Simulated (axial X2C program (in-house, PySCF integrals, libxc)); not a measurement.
# AuLi⁺: EOM-IP-CCSD levels

Aim: EOM-IP-CCSD levels of AuLi⁺, with spin–orbit coupling in the Hamiltonian from the start.

Method: two-component X2C with atomic mean-field terms, Au dyall-cv3z, Li dyall-cv3z; program: an in-house X2C program for linear molecules on PySCF integrals.

All values are calculated.

## Step 1: Input

File task.json:

```json
{
 "zs": [
  79,
  3
 ],
 "q": 1,
 "bas": [
  "dyall-cv3z",
  "dyall-cv3z"
 ],
 "r0": 2.57,
 "eom": "ip",
 "rq": 0,
 "thr": -2.0,
 "nmax": 95,
 "grid": [
  1,
  0.96,
  1.045,
  0.92,
  1.09,
  1.15
 ]
}
```

Keys: zs atomic numbers; q charge; bas basis sets; r0 starting distance in Å; eom kind of EOM run; thr threshold in hartree for freezing inner shells (an s shell follows its p shell); nmax most natural virtual spinors; grid distances as factors.

Run with:

```console
python soeom.py task.json out
```

The runs that follow: EOM-IP-CCSD at 2.274 Å.

**Question.** What will these runs give? Wanted: next root led by one particle; T1 of the reference.

As calculated:

| quantity | value |
| --- | --- |
| lowest root at 2.274 Å | Ω = 1/2, 7.862 eV |
| next root led by one particle | Ω = 5/2, about 12040 cm⁻¹ higher |
| T1 of the reference | 0.030 |

Removing an electron from the reference determinant of AuLi costs 7.86 eV and empties a spinor of 53% Au sσ, 27% Li sσ, 14% Li pσ. Errors of 0.1 to 0.3 eV are usual at this size, and roots led by higher excitations are left out, so the list is incomplete, and low states of that kind can be missing. T1 or the largest double amplitude of the reference is raised, which lowers the reliability.
